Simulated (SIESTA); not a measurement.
## MgMnCoO4 under changes of volume

One of the cells (10.865 Å³/atom); the others are scaled copies at fixed shape and fractional positions:

```
CELL_PARAMETERS angstrom
5.20261 0.00000 0.00000
0.00000 2.95809 0.00000
-1.69972 0.00000 4.94187
ATOMIC_POSITIONS crystal
Co 0.50000 0.00000 0.50000
Mn 0.00000 0.50000 0.50000
Mg 0.00000 0.00000 0.00000
O 0.78870 0.00000 0.28970
O 0.22104 0.50000 0.26697
O 0.77896 0.50000 0.73303
O 0.21130 0.00000 0.71030
```

The cell comes from a database or a generator and needn't be the stable form of this composition.

| Quantity | Value |
| --- | --- |
| Program | SIESTA 5.4.2 |
| Functional | LDA |
| Potentials or basis | PseudoDojo 0.4 standard (LDA files) |
| Basis | DZP (energy shift 0.003 Ry; two zetas on semicore shells) |
| Grid cutoff | 800 Ry |
| Energy shift | 0.003 Ry |
| k mesh | 4 × 7 × 4 |
| Occupations | fermi-dirac, width 0.05 eV |
| Spin | collinear spin, ferromagnetic start |
| Starting moments | [2.0, 4.0, 0.0, 0.0, 0.0, 0.0, 0.0] μB |

```tsv
volume (Å³/atom)	energy over the lowest point (meV/atom)	pressure (GPa)	largest force (eV/Å)
10.213	0.00	-5.0	0.435
10.430	9.40	-8.7	0.410
10.648	23.57	-12.0	0.560
10.865	?	?	?
11.082	64.16	-17.6	0.951
11.299	89.65	-19.9	1.125
11.517	118.08	-21.9	1.286
```

**Question.** What does the run at 10.865 Å³/atom give?

**Answer.** Energy over the lowest point 42.00 meV/atom; pressure -15.0 GPa; largest force 0.762 eV/Å.

Worked out: A Birch-Murnaghan fit of order 3 (a polynomial in V^(-2/3)) to the other rows has its minimum at 9.96 Å³/atom, just outside them, with B0 = V·E''(V) = 213 GPa and B' = 4.8 at fixed shape and positions, which overstates the stiffness. It gives 42.02 meV/atom at 10.865 Å³/atom, against the run's 42.00, and -dE/dV = -15.0 GPa, against -15.0.

Energies are extrapolated to zero smearing.

Caveats: short orbitals over semicore shells can move pressures by several GPa; the basis of atomic orbitals isn't converged, which shifts pressures, moduli and gaps; only a ferromagnetic start was run, and an antiferromagnetic order may lie lower in energy; forces of over 1 eV/Å show positions far from the minimum, so gaps and moduli don't describe the material at rest (some runs).
